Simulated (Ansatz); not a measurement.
# BBrFHO: a ladder of functionals and wavefunction methods

The task here is to estimate one member of a computed series from the others.

Method: functionals in def2-TZVPP, the program's frozen cores in correlated methods; program: Ansatz 0.2.0, Gaussian basis.

Plan: LDA (SPW92), PBE-D4, revPBE-D4, BLYP-D4, r2SCAN-D4, B97M-V, PBE0-D4, B3LYP-D4, r2SCANh-D4, r2SCAN0-D4, HSE06-D4, BHLYP-D4, CAM-B3LYP-D4, LC-ωPBE, ωB97X-V, ωB97M-V, B2PLYP, PBE-QIDH; CCSD(T)/def2-SVP; CCSD(T)/def2-TZVPP; MP2/def2-QZVPP; extrapolation to the limit; RPA on PBE.

**Structure used throughout**

The geometry comes from an earlier relaxation with PBE0-D4 in a triple-zeta def2 set; it is a stationary point.

5 atoms, charge 0, spin multiplicity 1.

Atoms are counted from 1 here; the program's logs count them from 0.

Bond lengths: O1–B2 1.340 Å, O1–H5 0.960 Å, B2–F3 1.314 Å, B2–Br4 1.930 Å. Angles: B2–O1–H5 114.0°, O1–B2–F3 119.1°, O1–B2–Br4 122.4°, F3–B2–Br4 118.5°.

The first run:

in.yaml

```yaml
crystal:
  periodic: [false, false, false]
  atoms:
    - {symbol: O, position_ang: [0.569516, 0.867155, 0.320255]}
    - {symbol: B, position_ang: [0.066624, -0.363697, 0.155783]}
    - {symbol: F, position_ang: [0.507601, -1.341696, 0.914049]}
    - {symbol: Br, position_ang: [-1.288745, -0.759049, -1.159612]}
    - {symbol: H, position_ang: [0.194905, 1.523587, -0.271875]}
basis:
  gaussian: {orbitals: def2-TZVPP}
hamiltonian: {xc: lda}
output: {orbitals: {seedname: orbitals}}
```

Steps of the session up to this table: LDA; PBE-D4 (GGA); revPBE-D4 (GGA); BLYP-D4 (GGA); r2SCAN-D4 (meta-GGA); B97M-V (meta-GGA); PBE0-D4 (hybrid); B3LYP-D4 (hybrid); r2SCANh-D4 (hybrid); r2SCAN0-D4 (hybrid); HSE06-D4 (hybrid); BHLYP-D4 (hybrid); CAM-B3LYP-D4 (range-separated); LC-ωPBE-D4 (range-separated; the results give it without D4); ωB97X-V (range-separated); ωB97M-V (range-separated); B2PLYP (double hybrid); PBE-QIDH (double hybrid).

One table of the session follows, with a row left open; its other results are not shown here.

It belongs to the step «Frontier levels by functional». 

```
  functional  HOMO (eV)  gap (eV)
 LDA (SPW92)      -7.63      6.53
      PBE-D4      -7.45      6.66
   revPBE-D4      -7.38      6.72
     BLYP-D4      -7.28      6.63
   r2SCAN-D4      -7.80      7.42
      B97M-V      -7.87      7.61
     PBE0-D4      -8.82      9.06
    B3LYP-D4      -8.54      8.54
  r2SCANh-D4      -8.30      8.28
  r2SCAN0-D4      -9.06      9.54
    HSE06-D4          ?         ?
    BHLYP-D4     -10.03     11.02
CAM-B3LYP-D4     -10.19     11.32
     LC-ωPBE     -11.61     14.09
     ωB97X-V     -11.23     13.49
     ωB97M-V     -11.08     12.89
```

Estimate the missing values for HSE06-D4.

**Answer.** HOMO (eV): -8.42; gap (eV): 8.27. In the column «HOMO (eV)» it lies between B3LYP-D4 (-8.54) and r2SCANh-D4 (-8.30).
